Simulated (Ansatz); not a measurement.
# AsH3 (triplet): wave-function methods side by side, 6-31G

Aim: climb from Hartree-Fock through coupled cluster and multireference methods for AsH3 (triplet) at one geometry and basis, and see what each rung misses.

Method: 6-31G, core rule «outside noble gas», up to 14 orbitals frozen; program: Ansatz 0.2.0, Gaussian basis.

To be run: UHF; CCSD(T) on ROHF; CCSD(T) on UHF; BCCD(T) on ROHF; CISD; CCSDT(Q) on ROHF; CCSDT(Q) on UHF; CCSDTQ on ROHF; CASSCF and MRCISD+Q, 8 electrons in 7 orbitals; CASSCF and NEVPT4(SD), 8 electrons in 7 orbitals; CASSCF and NEVPT2, 8 electrons in 7 orbitals.

9 further runs of the same task are left out: 3 that didn't finish, 6 set aside as unsound or not needed.

### 1 What is computed

The geometry is a PBE0/def2-TZVP stationary point (not a proven minimum) of the parent state, kept for this charge and spin. No spin-orbit coupling is included. The filled d shell of As may be among the frozen orbitals whatever the setting's name suggests; the logs give the count.

4 atoms, charge 0, spin multiplicity 3.

Atoms are counted from 1 here; the program's logs count them from 0.

Bond lengths: As1–H2 1.522 Å, As1–H3 1.522 Å, As1–H4 1.522 Å. Angles: H2–As1–H3 92.0°, H2–As1–H4 92.0°, H3–As1–H4 92.0°.

### 2 UHF

in.yaml reads:

```yaml
crystal:
  periodic: [false, false, false]
  atoms:
    - {symbol: As, position_ang: [0.000180, 0.000018, -0.032875]}
    - {symbol: H, position_ang: [1.259297, 0.013995, 0.821503]}
    - {symbol: H, position_ang: [-0.648855, 1.086822, 0.811601]}
    - {symbol: H, position_ang: [-0.623856, -1.102121, 0.810570]}
basis:
  gaussian: {orbitals: 6-31G}
magnetization: {spin_polarized: true, initial_magnetization: 2}
hamiltonian: {xc: hf}
output: {orbitals: {seedname: orbitals}}
```

Started as:

```console
$ ansatz run in.yaml --threads 1 --pin off --events-out ev --progress --plain --max-ram 2393MiB
```

After this run come: CCSD(T) on ROHF; CCSD(T) on UHF; BCCD(T) on ROHF; CISD; CCSDT(Q) on ROHF; CCSDT(Q) on UHF; CCSDTQ on ROHF; CASSCF and MRCISD+Q, 8 electrons in 7 orbitals; CASSCF and NEVPT4(SD), 8 electrons in 7 orbitals; CASSCF and NEVPT2, 8 electrons in 7 orbitals.

Before running them: what should the planned runs give, taken together? Wanted: RCCSDTQ below the RHF energy; RMP2 from RCCSDTQ; UMP2 from RCCSDTQ; RCCSD from RCCSDTQ; RCCSD(T) from RCCSDTQ; UCCSD(T) from RCCSDTQ; RCCSDT(Q) from RCCSDTQ; UCCSDT(Q) from RCCSDTQ; NEVPT2 valence from RCCSDTQ.

The runs gave:

| quantity | value |
| --- | --- |
| RCCSDTQ below the RHF energy | -2.1842 eV |
| RMP2 from RCCSDTQ | +66.1 kJ/mol |
| UMP2 from RCCSDTQ | +65.2 kJ/mol |
| RCCSD from RCCSDTQ | +5.2 kJ/mol |
| RCCSD(T) from RCCSDTQ | +1.7 kJ/mol |
| UCCSD(T) from RCCSDTQ | +1.6 kJ/mol |
| RCCSDT(Q) from RCCSDTQ | 0.0 kJ/mol |
| UCCSDT(Q) from RCCSDTQ | -0.1 kJ/mol |
| NEVPT2 valence from RCCSDTQ | +22.7 kJ/mol |
| NEVPT4(SD) valence from RCCSDTQ | +3.5 kJ/mol |
| MRCISD+Q valence from RCCSDTQ | +1.2 kJ/mol |
| levels within 1 kcal/mol (43 meV) | RCCSD(T), UCCSD(T), BCCD(T), RCCSDT, UCCSDT, RCCSDT(Q), UCCSDT(Q), NEVPT4(SD) valence, MRCISD valence, MRCISD+Q valence |
| T1 diagnostic | 0.018 |
| effectively unpaired electrons | 2.02 |

RCCSD(T) misses by +1.7 kJ/mol, 0.8 % of the correlation energy. One determinant dominates. Of the multireference levels listed MRCISD+Q valence comes nearest in total energy (+1.2 kJ/mol), which doesn't show that its space is the better one. Coupled cluster took another determinant than the lowest Hartree-Fock one. These misses are within one basis, not against nature; the frozen cores of restricted and unrestricted runs differ, which can shift their rows.
